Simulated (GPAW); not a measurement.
CsLiCr2Te2S3:

```xyz
9
Lattice="3.6036 0.0000 0.0000 -1.8018 3.1208 0.0000 0.0000 0.0000 19.0665" Properties=species:S:1:pos:R:3 pbc="T T T"
Cs    0.0000    0.0000    7.1307
Li    1.8018    1.0403    0.3064
Cr    0.0000    0.0000   16.5187
Cr    0.0000    2.0805    3.2095
Te    0.0000    2.0805   10.2751
Te    1.8018    1.0403   14.7338
S     0.0000    0.0000    1.9124
S     0.0000    2.0805   17.7166
S     1.8018    1.0403    4.4631
```

The cell was built by a generator and needn't be a form met in nature.

Base run:

```yaml
Program: GPAW 26.7.0
Functional: PBE
Potentials_or_basis: GPAW PAW data sets (gpaw-data 1.2.1)
Cutoff: 800 eV
Basis: pw
k_mesh: 9 × 9 × 2
Occupations: fermi-dirac, width 0.05 eV
Spin: collinear spin, ferromagnetic start
Starting_moments: "[0.0, 0.0, 3.0, 3.0, 0.0, 0.0, 0.0, 0.0, 0.0] μB"
```

Its results: pressure 0.1 GPa; net moment 5.65 μB per cell; site moments Cs -0.00; Li -0.00; Cr +2.66, +2.80; Te -0.00, -0.14; S -0.05, -0.06 μB; largest force 0.101 eV/Å.

The run is repeated on the same cell with these changes: k mesh from 9 × 9 × 2 to 6 × 6 × 1; hubbard terms from none to Cr d U = 4 eV. What comes out?

Pressure 3.1 GPa; net moment 6.02 μB per cell; site moments Cs -0.00; Li -0.01; Cr +3.25, +3.11; Te -0.01, -0.18; S -0.11, -0.12 μB; largest force 0.985 eV/Å.

Several settings changed at once, so the effect can't be laid on one alone.

Caveats: only a ferromagnetic start was run, and an antiferromagnetic order may lie lower in energy.

Not every run made on this cell is shown here.
